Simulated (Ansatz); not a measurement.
**CH5GeS radical: basis-set convergence**

An exercise on one series of results from a longer session: the logs are not shown, and one member is left open.

Program: Ansatz 0.2.0, Gaussian basis. Level of theory: one geometry, several basis sets. These are calculated values, not measurements.

The runs, in order: PBE0-D4/def2-SVP; ωB97M-V/def2-SVP; PBE0-D4/def2-QZVPP; ωB97M-V/def2-QZVPP; the functionals' def2-TZVPP values are taken from earlier runs.

## The relaxed structure

An earlier PBE0-D4 in a triple-zeta def2 set relaxation fixed the geometry.

SMILES `C[S][GeH2]`, 8 atoms, charge 0, spin multiplicity 2.

Atoms are counted from 1 here; the program's logs count them from 0.

Bond lengths: C1–S2 1.812 Å, C1–H4 1.089 Å, C1–H5 1.090 Å, C1–H6 1.090 Å, S2–Ge3 2.207 Å, Ge3–H7 1.554 Å, Ge3–H8 1.546 Å. Angles: S2–C1–H4 111.0°, S2–C1–H5 111.1°, S2–C1–H6 106.7°, H4–C1–H5 110.0°, H4–C1–H6 108.8°, H5–C1–H6 109.0°, C1–S2–Ge3 100.5°, S2–Ge3–H7 108.4°, S2–Ge3–H8 105.4°, H7–Ge3–H8 110.7°.

Set-up of the first run:

Input file in.yaml:

```yaml
crystal:
  periodic: [false, false, false]
  atoms:
    - {symbol: C, position_ang: [-0.638755, 1.117072, -0.402116]}
    - {symbol: S, position_ang: [-0.851676, -0.165660, 0.859555]}
    - {symbol: Ge, position_ang: [0.635302, -1.648882, 0.181677]}
    - {symbol: H, position_ang: [-0.953794, 0.758653, -1.381499]}
    - {symbol: H, position_ang: [0.395589, 1.457808, -0.444751]}
    - {symbol: H, position_ang: [-1.275792, 1.952154, -0.111131]}
    - {symbol: H, position_ang: [1.964601, -0.906342, -0.127144]}
    - {symbol: H, position_ang: [0.816726, -2.622005, 1.369510]}
basis:
  gaussian: {orbitals: def2-SVP}
magnetization: {spin_polarized: true, initial_magnetization: 1}
hamiltonian: {xc: pbe0, dispersion: d4}
output: {orbitals: {seedname: orbitals}}
```

Steps of the session up to this table: PBE0-D4 in def2-SVP; ωB97M-V in def2-SVP; PBE0-D4 in def2-QZVPP; ωB97M-V in def2-QZVPP.

One table of the session follows, with a row left open; its other results are not shown here.

It belongs to the step «Density functionals: the series». 

| functional | basis | HOMO (eV) | LUMO (eV) |
| --- | --- | --- | --- |
| PBE0-D4 | def2-SVP | ? | ? |
| PBE0-D4 | def2-TZVPP | -5.82 | -2.78 |
| PBE0-D4 | def2-QZVPP | -5.85 | -2.83 |
| ωB97M-V | def2-SVP | -7.69 | -0.92 |
| ωB97M-V | def2-TZVPP | -7.77 | -1.03 |
| ωB97M-V | def2-QZVPP | -7.80 | -1.13 |

**Question.** Estimate the row for PBE0-D4, def2-SVP.

The run gave: HOMO (eV): -5.75; LUMO (eV): -2.74. In the column «HOMO (eV)» it is the highest.
